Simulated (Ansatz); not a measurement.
# GaAs: the cost of one run

Method: DFT LDA, scalar-relativistic, plane waves, PAW, in Ansatz 0.2.0.

2 further runs of the same task are left out: 2 set aside as unsound or not needed.

## Step 1: The starting structure

The structure is cubic, space group F-43m (No. 216). Conventional cell: a = 5.603 Å, b = 5.603 Å, c = 5.603 Å, α = 90.00°, β = 90.00°, γ = 90.00°. Around Ga (site symmetry -43m) lie 4 As at 2.43 Å. Around As (site symmetry -43m) lie 4 Ga at 2.43 Å.

As a file:

```xyz
2
Lattice="0.0000 2.8016 2.8016 2.8016 0.0000 2.8016 2.8016 2.8016 0.0000" Properties=species:S:1:pos:R:3 pbc="T T T"
Ga    0.0000    0.0000    0.0000
As    4.2024    4.2024    4.2024
```

This cell was relaxed beforehand with the same method: volume 21.99 Å³/atom, gap on the mesh 0.49 eV.

## Step 2: Phonons at Γ, at rest

The input, input.yaml:

```yaml
crystal:
  lattice:
    - [0.0, 2.8015748656, 2.8015748656]
    - [2.8015748656, 0.0, 2.8015748656]
    - [2.8015748656, 2.8015748656, 0.0]
  atoms:
    - { symbol: Ga, position: [0.0, 0.0, 0.0] }
    - { symbol: As, position: [0.75, 0.75, 0.75] }
basis:
  ecutwfc: 420
kpoints:
  mp_grid: { grid: [12, 12, 12] }
hamiltonian:
  xc: lda
scf:
  occupations: { method: fixed }
output:
  eigenvalues: true
phonons:
  method: dfpt
  dielectric: true
  rigid_motions: translations
  eigenvectors: true
```

The run is started by

```sh
> ansatz run input.yaml --threads 1 --pin off --max-ram 3072MiB --backend cpu --events-out ev --progress --plain --runs-dir out
```

What time and memory should one allow on 1 thread of Intel Xeon 6975P-C (Granite Rapids), shared host?

About 2.1 min, with a peak of 1.3 GiB.
